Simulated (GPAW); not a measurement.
Write an ASE script for GPAW 26.7.0 that does the following.

* Task: electron localisation function
* Functional: mBEEF
* Potentials or basis: GPAW PAW data sets (gpaw-data 1.2.1)
* Cutoff: 510 eV
* Basis: pw
* k mesh: 4 × 4 × 4
* Occupations: fermi-dirac, width 0.01 eV
* Spin: no spin polarisation
* random start of the orbitals: yes
* Maxiter: 150
* Eigensolver: davidson niter=2

Crystal: PtSe.

```
CELL_PARAMETERS angstrom
0.00000 2.79841 2.79841
2.79841 0.00000 2.79841
2.79841 2.79841 0.00000
ATOMIC_POSITIONS crystal
Pt 0.50000 0.50000 0.50000
Se 0.00000 0.00000 0.00000
```

The cell comes from a database or a generator and needn't be the stable form of this composition.

These files were run (other wordings do the same):

run.py

```python
from ase import Atoms
from ase.dft.bandgap import bandgap
from ase.io import write
from ase.units import Bohr, GPa
from gpaw import GPAW, PW
from gpaw.elf import elf_from_dft_calculation

atoms = Atoms(['Pt', 'Se'],
              cell=[[0.0, 2.79841113, 2.79841113],
                    [2.79841113, 0.0, 2.79841113],
                    [2.79841113, 2.79841113, 0.0]],
              scaled_positions=[[0.5, 0.5, 0.5],
                                [0.0, 0.0, 0.0]],
              pbc=True)

calc = GPAW(mode=PW(510),
            xc='mBEEF',
            kpts={'size': (4, 4, 4), 'gamma': True},
            occupations={'name': 'fermi-dirac', 'width': 0.01},
            nbands=22,
            convergence={'density': 1e-05, 'energy': 1e-05},
            eigensolver={'name': 'davidson', 'niter': 2},
            random=True,
            maxiter=150,
            txt='gpaw.txt')
atoms.calc = calc
energy = atoms.get_potential_energy()
forces = atoms.get_forces()
stress = atoms.get_stress()
calc.write('gs.gpw')
write('result.traj', atoms)
print(f'Energy: {energy:.6f} eV')
print('Forces (eV/A):')
print(forces.round(4))
print('Stress (GPa):', (stress / GPa).round(3))
print('Fermi level:', round(calc.get_fermi_level(), 4), 'eV')
print(f'Gap: {bandgap(calc)[0]:.4f} eV, direct: {bandgap(calc, direct=True)[0]:.4f} eV')

# fields on the real-space grid
write('density.cube', atoms, data=calc.get_pseudo_density() * Bohr**3)
write('potential.cube', atoms, data=calc.get_electrostatic_potential())
write('elf.cube', atoms, data=elf_from_dft_calculation(calc).data)
```

Potentials or basis: GPAW PAW data sets (gpaw-data 1.2.1), pw.

Run with:

```sh
$ OMP_NUM_THREADS=1 python run.py
```

Results of the run:

- Pressure: -17.2 GPa
- Band gap on the k mesh: none (metal or under the smearing width)

Caveat: the k mesh is coarse (spacing up to 0.49 Å⁻¹), so the values aren't converged; the cutoff is short for stress and forces, so pressures can be off by a GPa or more; so large a pressure means that the cell lies far from this level's equilibrium, or that cutoff or potentials fall short; the potentials were made for another functional, which shifts forces and pressure.

It took 26 s on 1 thread of Arm Neoverse V1, with other jobs on the host, peak memory 0.29 GiB.
